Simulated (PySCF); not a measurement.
# Ta3 (Ta3): the cost of one run

Computed with PySCF 2.14.0. Level: PBE0, Ta def2-SVP with ECP60; scalar-relativistic core potentials, no spin–orbit coupling.

2 further runs of the same task are left out: 1 for a known fault of the program, 1 set aside as unsound or not needed.

## Step 1: The system as given

3 atoms, charge 0, spin multiplicity 4.

Bond lengths: Ta1–Ta2 2.512 Å, Ta2–Ta3 2.288 Å. Angles: Ta1–Ta2–Ta3 180.0°.

Coordinates:

```xyz
3
charge 0, multiplicity 4
Ta    0.0000    0.0000    2.4370
Ta   -0.0001    0.0000   -0.0747
Ta    0.0000    0.0000   -2.3624
```

An earlier session relaxed this geometry at PBE0, Ta def2-SVP with ECP60 (quartet, point group C∞v).

Its energy there is -170.619112 Eh.

## Step 2: Multiplicity 2 at the relaxed geometry

Contents of run.py (the lines that set the calculation):

```python
mol = gto.M(atom='''
Ta     0.00003    -0.00002     2.43702
Ta    -0.00007     0.00004    -0.07467
Ta     0.00003    -0.00002    -2.36236''',
    basis={'Ta': 'def2-SVP'},
    ecp={'Ta': 'def2-SVP'},
    charge=0, spin=1)
mf = dft.UKS(mol, xc='PBE0')
mf.grids.atom_grid = (50, 194)
mf = mf.density_fit()  # fitting sets: Ta def2-universal-JKFIT
mf.conv_tol = 1e-08; mf.max_cycle = 55
mf.kernel(dm0)  # dm0: free metal ions and neutral atoms
```

Command:

```bash
> OMP_NUM_THREADS=2 python run.py
```

**Question.** How long does this run take on 2 threads of Intel Xeon Platinum 8259CL at 2.50GHz (Skylake/Cascade Lake), shared host?

About 81 s.
